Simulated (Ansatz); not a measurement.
# NiTe2: a single-point run

Aim: a sound single-point run of NiTe2. The structure is shown as the input types it. The cell is built on a prototype (CdCl2 type) and needn't be the phase found in nature.

Method: density functional or hybrid calculation with the settings of its input, plane waves (as first typed), in Ansatz 0.2.0.

3 further runs of the same task are left out: 3 that didn't finish.

### Step 1. The system as given

It takes space group R-3m (No. 166, trigonal). Conventional cell: a = 3.762 Å, b = 3.762 Å, c = 17.390 Å, α = 90.00°, β = 90.00°, γ = 120.00°. Ni (site symmetry -3m) has 6 Te at 2.56 Å as nearest neighbours. Around Te (site symmetry 3m) lie 3 Ni at 2.56 Å.

Coordinates:

```
CELL_PARAMETERS angstrom
1.88121 1.08612 5.79651
-1.88121 1.08612 5.79651
0.00000 -2.17223 5.79651
ATOMIC_POSITIONS crystal
Ni 0.00000 0.00000 0.00000
Te 0.25564 0.25564 0.25564
Te 0.74436 0.74436 0.74436
```

### Step 2. Running it

input.yaml

```yaml
crystal:
  lattice:
    - [1.8812090434, 1.0861165476, 5.7965095931]
    - [-1.8812090434, 1.0861165476, 5.7965095931]
    - [0.0, -2.1722330952, 5.7965095931]
  atoms:
    - { symbol: Ni, position: [0.0, 0.0, 0.0] }
    - { symbol: Te, position: [0.2556360969, 0.2556360969, 0.2556360969] }
    - { symbol: Te, position: [0.7443639031, 0.7443639031, 0.7443639031] }
kpoints:
  mp_grid: { grid: [6, 6, 6] }
hamiltonian:
  xc: r2scan
scf:
  occupations: { method: cold, width: 1.5 }
  n_extra_bands: 4
output:
  forces: true
  stress: true
  eigenvalues: true
```

On the command line:

```
$ ansatz run input.yaml --threads 4 --pin off --max-ram 3686MiB --backend cpu --events-out ev --progress --plain --runs-dir out
```

What happens when this is run?

The run converged and reported no error. Convergence says nothing about whether the input makes sense.

Look at the input: scf.occupations.method is cold; scf.occupations.width is 1.5. A smearing this wide moves electrons out of filled levels into empty ones.

Run again and compare: set scf.occupations.method to fermi_dirac and scf.occupations.width to 0.02.
